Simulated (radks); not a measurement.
# Si in [Ne] 3s2 3p2: an all-electron calculation

The task here is to estimate one member of a computed series from the others.

The numbers are computed with radks (a radial shooting solver on a logarithmic mesh, Libxc functionals) version 1 (non-relativistic Kohn-Sham, TPSS, spin-unpolarised, spherical densities, point nucleus), except any that are marked as measured or tabulated.

### Starting point

- element: silicon (Z = 14)
- charge: 0
- electrons: 14
- configuration: [Ne] 3s2 3p2

Outer shells as boxes (Hund's rule):

Si
```
[Ne] core
3s [↑↓]
3p [↑ ][↑ ][  ]
```

The first run:

Input:

```text
Z 14
configuration [Ne] 3s2 3p2
relativity non-relativistic
functional tpss,tpss
spin unpolarised
nucleus point
```

Among the steps run: Self-consistent calculation.

One table of the session follows, with a row left open; its other results are not shown here.

It belongs to the step «Radial structure». From the orbitals of this run (lengths in bohr):

| level | <r> | outermost maximum (interpolated) | 90 % within | nodes |
| --- | --- | --- | --- | --- |
| 1s | 0.1115 | 0.0730 | 0.199 | 0 |
| 2s | 0.5683 | 0.455 | 0.895 | 1 |
| 2p | ? | ? | ? | ? |
| 3s | 2.177 | 1.79 | 3.31 | 2 |
| 3p | 2.782 | 2.16 | 4.41 | 1 |

Q: Estimate the row for 2p from the others.

The run gave: <r>: 0.5377; outermost maximum (interpolated): 0.387; 90 % within: 0.902; nodes: 0. In the column «<r>» it lies between 1s (0.1115) and 2s (0.5683).

To keep in mind: Spin polarisation and multiplet splitting are left out.
